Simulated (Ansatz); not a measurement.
**CH₇InO: a ladder of functionals and wavefunction methods**

The task here is to estimate one member of a computed series from the others.

Method: functionals in def2-TZVPP, the program's frozen cores in correlated methods; program: Ansatz 0.2.0, Gaussian basis.

The runs, in order: LDA (SPW92), PBE-D4, revPBE-D4, BLYP-D4, r2SCAN-D4, B97M-V, PBE0-D4, B3LYP-D4, r2SCANh-D4, r2SCAN0-D4, HSE06-D4, BHLYP-D4, CAM-B3LYP-D4, LC-ωPBE, ωB97X-V, ωB97M-V, B2PLYP, PBE-QIDH; CCSD(T)/def2-SVP; CCSD(T)/def2-TZVPP; MP2/def2-QZVPP; extrapolation to the limit; RPA on PBE.

## The geometry

The geometry comes from an earlier relaxation with PBE0-D4 in a triple-zeta def2 set; it is a stationary point, not always the lowest conformer. In takes the def2 core potential; no spin-orbit term is included.

SMILES `C[OH+][InH3-]`, 10 atoms, charge 0, spin multiplicity 1.

Atoms are counted from 1 here; the program's logs count them from 0.

Bond lengths: C1–O2 1.425 Å, C1–H4 1.093 Å, C1–H5 1.089 Å, C1–H6 1.092 Å, O2–In3 2.397 Å, O2–H7 0.961 Å, In3–H8 1.738 Å, In3–H9 1.728 Å, In3–H10 1.733 Å. Angles: O2–C1–H4 111.3°, O2–C1–H5 106.6°, O2–C1–H6 110.5°, H4–C1–H5 109.0°, H4–C1–H6 110.2°, H5–C1–H6 109.0°, C1–O2–In3 117.9°, C1–O2–H7 109.7°, In3–O2–H7 109.6°, O2–In3–H8 93.7°, O2–In3–H9 97.0°, O2–In3–H10 92.5°, H8–In3–H9 118.8°, H8–In3–H10 118.5°, H9–In3–H10 120.9°.

Geometry (Å):

```mol
CH7InO
  3D, bonds by distance, orders not assigned

 10  9  0  0  0  0  0  0  0  0999 V2000
   -1.2324    0.6862   -0.4794 C   0  0
    0.1279    0.8379   -0.0815 O   0  0
    1.2799   -1.0974    0.7392 In  0  0
   -1.3274   -0.0164   -1.3112 H   0  0
   -1.7668    0.2900    0.3825 H   0  0
   -1.6612    1.6534   -0.7508 H   0  0
    0.6332    1.2343   -0.7970 H   0  0
    0.5734   -2.1579   -0.4424 H   0  0
    0.6212   -1.0733    2.3364 H   0  0
    2.8350   -0.4079    0.4072 H   0  0
  1  2  8  0
  2  3  8  0
  1  4  8  0
  1  5  8  0
  1  6  8  0
  2  7  8  0
  3  8  8  0
  3  9  8  0
  3 10  8  0
M  END
```

Set-up of the first run:

in.yaml reads:

```yaml
crystal:
  periodic: [false, false, false]
  atoms:
    - {symbol: C, position_ang: [-1.232358, 0.686213, -0.479444]}
    - {symbol: O, position_ang: [0.127873, 0.837872, -0.081499]}
    - {symbol: In, position_ang: [1.279890, -1.097404, 0.739231]}
    - {symbol: H, position_ang: [-1.327356, -0.016385, -1.311230]}
    - {symbol: H, position_ang: [-1.766751, 0.290045, 0.382496]}
    - {symbol: H, position_ang: [-1.661175, 1.653416, -0.750787]}
    - {symbol: H, position_ang: [0.633231, 1.234285, -0.796983]}
    - {symbol: H, position_ang: [0.573442, -2.157905, -0.442426]}
    - {symbol: H, position_ang: [0.621230, -1.073315, 2.336431]}
    - {symbol: H, position_ang: [2.834974, -0.407919, 0.407210]}
basis:
  gaussian: {orbitals: def2-TZVPP}
hamiltonian: {xc: lda}
output: {orbitals: {seedname: orbitals}}
```

Among the steps run: LDA; PBE-D4 (GGA); revPBE-D4 (GGA); BLYP-D4 (GGA); r2SCAN-D4 (meta-GGA); B97M-V (meta-GGA); PBE0-D4 (hybrid); B3LYP-D4 (hybrid); r2SCANh-D4 (hybrid); r2SCAN0-D4 (hybrid); HSE06-D4 (hybrid); BHLYP-D4 (hybrid); CAM-B3LYP-D4 (range-separated); LC-ωPBE-D4 (range-separated; the results give it without D4); ωB97X-V (range-separated); ωB97M-V (range-separated); B2PLYP (double hybrid); PBE-QIDH (double hybrid).

One table of the session follows, with a row left open; its other results are not shown here.

It belongs to the step «Orbital energies across the functionals». 

```
  functional  HOMO (eV)  gap (eV)
 LDA (SPW92)      -6.35      4.69
      PBE-D4      -6.27      4.84
   revPBE-D4      -6.23      4.91
     BLYP-D4      -6.17      4.79
   r2SCAN-D4      -6.56      5.58
      B97M-V      -6.66      5.33
     PBE0-D4      -7.44      6.79
    B3LYP-D4      -7.27      6.34
  r2SCANh-D4      -6.99      6.26
  r2SCAN0-D4      -7.64      7.27
    HSE06-D4      -7.04      6.04
    BHLYP-D4      -8.56      8.55
CAM-B3LYP-D4      -8.81      8.93
     LC-ωPBE     -10.16     11.36
     ωB97X-V          ?         ?
     ωB97M-V      -9.66     10.33
```

**Question.** Estimate the row for ωB97X-V.

As computed: HOMO (eV): -9.83; gap (eV): 10.90. In the column «HOMO (eV)» it lies between LC-ωPBE (-10.16) and ωB97M-V (-9.66).
